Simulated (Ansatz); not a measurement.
**Cs (Im-3m): an equation of state far from equilibrium**

An exercise on one series of results from a longer session: the logs are not shown, and one member is left open.

Computed with Ansatz 0.2.0 (DFT r²SCAN, scalar-relativistic, plane waves, PAW, unless a step's input says otherwise).

### The system as given

Symmetry: Im-3m, No. 229, cubic system. Conventional cell: a = 6.284 Å, b = 6.284 Å, c = 6.284 Å, α = 90.00°, β = 90.00°, γ = 90.00°.

As a file:

```cif
data_structure
_symmetry_space_group_name_H-M 'Im-3m'
_symmetry_Int_Tables_number 229
_cell_length_a 6.2844
_cell_length_b 6.2844
_cell_length_c 6.2844
_cell_angle_alpha 90.000
_cell_angle_beta 90.000
_cell_angle_gamma 90.000
_cell_volume 248.19
loop_
_atom_site_label
_atom_site_type_symbol
_atom_site_symmetry_multiplicity
_atom_site_Wyckoff_symbol
_atom_site_fract_x
_atom_site_fract_y
_atom_site_fract_z
_atom_site_occupancy
Cs1 Cs 2 a 0.00000 0.00000 0.00000 1
```

This cell comes from an earlier session at r²SCAN: 124.096 Å³/atom at 0.00 GPa, on a 10×10×10 mesh.

The first run:

input.yaml reads:

```yaml
crystal:
  lattice:
    - [-3.099725987, 3.099725987, 3.099725987]
    - [3.099725987, -3.099725987, 3.099725987]
    - [3.099725987, 3.099725987, -3.099725987]
  atoms:
    - { symbol: Cs, position: [0.0, 0.0, 0.0] }
basis:
  ecutwfc: 500
  ecutrho_ratio: 4
kpoints:
  mp_grid: { grid: [10, 10, 10] }
hamiltonian:
  xc: r2scan
scf:
  occupations: { method: gaussian, width: 0.05 }
output:
  forces: true
  stress: true
  eigenvalues: true
```

Command:

```sh
ansatz run input.yaml --threads 1 --pin off --max-ram 2560MiB --backend cpu --events-out ev --progress --plain --runs-dir out
```

Steps of the session up to this table: Volume × 0.96; Volume × 1.04; Volume × 0.92; Volume × 0.88; Volume × 0.84; Volume × 0.8.

One of the session's tables, all rows but one given; the rest of the session is left out.

```
volume (Å³/atom)  energy above the lowest (meV/atom)  pressure (GPa)
          99.277                                36.7             0.6
         104.241                                23.6             0.4
         109.205                                12.5             0.3
         114.169                                   ?               ?
         119.132                                 1.2             0.1
         124.096                                 0.0             0.0
         129.060                                 1.1            -0.1
```

Q: Estimate the row for volume (Å³/atom) = 114.169 from the others.

Worked estimate for «energy above the lowest (meV/atom)». A straight line through the neighbours (109.205, 12.5) and (119.132, 1.2) gives 12.5 + (1.2 − 12.5) × (114.169 − 109.205) / (119.132 − 109.205) = 6.8; a parabola fitted to 4 rows on both sides gives 5.2.

**Answer.** energy above the lowest (meV/atom): 5.2; pressure (GPa): 0.2. In «energy above the lowest (meV/atom)» the line misses by +1.6 and the parabola by 0.0.

Caveats from the session: The k mesh is not the same at all volumes. Other structures may be lower in enthalpy at these pressures.
